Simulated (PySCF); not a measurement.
**The bond of PrC, level by level**

One job finds the state of PrC, follows it along the bond with each method and fits the curves.

Program: PySCF 2.14.0. Level of theory: Pr x2c-SVPall, C x2c-SVPall, spin-free X2C with a Gaussian nucleus. These are calculated values, not measurements.

**1. The job**

Settings of the job:

- atoms: Pr, C
- charge: 0
- basis: Pr x2c-SVPall, C x2c-SVPall
- Hamiltonian: spin-free X2C with a Gaussian nucleus
- basis functions: 99
- electrons treated: 65
- masses in u: 140.9076, 12.0000
- levels: PBE0, PBE, r²SCAN, TPSSh, revPBE, HF, MP2, SCS-MP2
- grid: 80 radial by 434 angular points
- occupations: held fixed by the projection of orbital angular momentum
- dissociation limit: Pr + C, each in its ground configuration
- starting distance in angstrom: 2.098
- values of 2S to try: 1, 3, 5, 7

On the command line:

```
> OMP_NUM_THREADS=2 python dia.py task.json out
```

Further steps of the session: First curve: PBE0; Other states along the same grid; PBE (GGA); r²SCAN (meta-GGA); TPSSh; revPBE (GGA); UHF (mean field).

Before running it: what results should come out? Wanted: for each run, Re; ωe; De; μ.

As calculated:

Lowest PBE0 solution found, without spin–orbit coupling: ⁴Φ (quartet), unpaired electrons σ ↑↑, φ ↑, about 2.2 electrons in the 4f shell (Mulliken). State 2 has its PBE0 minimum 0.06 eV higher, as a spin-mixed determinant (⟨S²⟩ = 1.63), so this is no gap between pure states. State 3 has its PBE0 minimum 0.46 eV higher. The other levels ran on the lowest alone.

| level | Re (Å) | ωe (cm⁻¹) | De (eV) | μ (D) |
| --- | --- | --- | --- | --- |
| revPBE | 1.877 | 783 | 4.27 | -4.83 |
| r²SCAN | 1.863 | 816 | 4.09 | -5.86 |
| TPSSh | 1.868 | 810 | 4.09 | -6.22 |
| PBE0 | 1.855 | 833 | 3.95 | -6.59 |

De is counted to Pr + C in their ground configurations. A positive dipole means Pr(−)C(+). No constants: UHF (the points don't follow one smooth fit); UHF-MP2 (the points don't follow one smooth fit); UHF-SCS-MP2 (the points don't follow one smooth fit); PBE (the points don't follow one smooth fit).

What this shows: The methods spread over 0.021 Å in bond length, from PBE0 to revPBE. Of the levels with a De here, PBE0 gives the least (3.95 eV) and revPBE the most (4.27 eV).

Correlated steps freeze 19 core orbitals. These are scalar-relativistic numbers at best; spin–orbit coupling would shift them, the dissociation energy most. The state is the lowest single determinant that the PBE0 search found; with open d or f shells the true ground state can be another one. With spin–orbit coupling the term label itself may not hold.
